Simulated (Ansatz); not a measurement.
# AsSi: the cost of one run

Method: aug-cc-pVTZ, core rule «outside noble gas», up to 19 orbitals frozen; program: Ansatz 0.2.0, Gaussian basis.

To be run: UHF; CCSD(T) on ROHF; CCSD(T) on UHF; BCCD(T) on ROHF; CCSDT(Q) on ROHF; CCSDT(Q) on UHF; CASSCF and MRCISD+Q, 9 electrons in 8 orbitals; CASSCF and NEVPT2, 9 electrons in 8 orbitals.

4 further runs of the same task are left out: 4 set aside as unsound or not needed. Runs told in other sessions of the task aren't counted.

## (1) The geometry

The geometry is a PBE0/def2-TZVPD stationary point (not a proven minimum) of the parent state, kept for this charge and spin. No spin-orbit coupling is included. The filled d shell of As may be among the frozen orbitals whatever the setting's name suggests.

2 atoms, charge 0, spin multiplicity 2.

Atoms are counted from 1 here; the program's logs count them from 0.

Bond lengths: Si1–As2 2.097 Å.

Geometry (Å):

```tsv
atom	x (Å)	y (Å)	z (Å)
Si1	0.0000	0.0000	0.0000
As2	0.0000	0.0000	2.0970
```

## (2) UHF

Input file in.yaml:

```yaml
crystal:
  periodic: [false, false, false]
  atoms:
    - {symbol: Si, position_ang: [0.000000, 0.000000, 0.000000]}
    - {symbol: As, position_ang: [0.000000, 0.000000, 2.097000]}
basis:
  gaussian: {orbitals: aug-cc-pVTZ}
magnetization: {spin_polarized: true, initial_magnetization: 1}
hamiltonian: {xc: hf}
output: {orbitals: {seedname: orbitals}}
```

Command:

```console
ansatz run in.yaml --threads 1 --pin off --events-out ev --progress --plain --max-ram 2560MiB --backend cpu
```

Q: Estimate wall time and peak memory on 1 thread of AMD EPYC 7R13, shared host.

About 26 s, with a peak of 0.37 GiB.
